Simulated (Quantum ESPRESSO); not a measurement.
Runs of Quantum ESPRESSO 7.5 on Ca3Au2. Symmetry: Pm-3m, No. 221, cubic system. Conventional cell: a = 5.031 Å, b = 5.031 Å, c = 5.031 Å, α = 90.00°, β = 90.00°, γ = 90.00°. Ca (site symmetry 4/mmm) has 2 Au at 2.52 Å as nearest neighbours. Au (site symmetry m-3m) is surrounded by 12 Ca at 3.56 Å. Around Au (site symmetry m-3m) lie 6 Ca at 2.52 Å. The cell was built by a generator and needn't be a form met in nature.

```csv
task,level,potentials or basis,cell,k mesh,cutoff (eV),smearing,most ionic steps,forc conv thr,etot conv thr,ion dynamics,cell dynamics,mesh quality,gap on the mesh (eV),pressure (GPa)
relaxation of cell and atoms,PBE+D3(BJ),SSSP 1.3 efficiency PBE,relaxed to 0.3 kbar,3 × 3 × 3,816,cold 0.2 eV,40,0.0004 Ry/bohr,1e-05 Ry,bfgs,bfgs,coarse,none,0.0
single point,PBE,SSSP 1.3 efficiency PBE,as given,5 × 5 × 5,816,fermi-dirac 0.05 eV,-,-,-,-,-,not flagged,none,(a)
real-space fields,B86bPBE,GBRV 1.5 PBE,as given,5 × 5 × 5,612,gaussian 0.05 eV,-,-,-,-,-,not flagged,none,17.3
single point,PBEsol+D3(BJ),GBRV 1.5 LDA,as given,5 × 5 × 5,612,gaussian 0.136 eV,-,-,-,-,-,not flagged,none,11.2
projected density of states,BP86+D3(BJ),PseudoDojo 0.5 SR PBE standard,as given,5 × 5 × 5,1034,methfessel-paxton 0.1 eV,-,-,-,-,-,not flagged,none,10.6
```

Alike in all rows: no spin polarisation.

Fill in the values left out.

(a) 16.9.

Caveats: some runs use coarse meshes; pairwise dispersion overbinds metals, which lowers pressure and volume (some runs); the potentials were made for another functional, which shifts forces and pressure (some runs); so large a pressure means that the cell lies far from this level's equilibrium, or that cutoff or potentials fall short (some runs).

A k mesh can miss the band edges, and the runs leave out spin-orbit coupling on Au.

A gap of «none» marks a metal or a gap under the smearing width.

The runs don't all hold the same shells in valence.
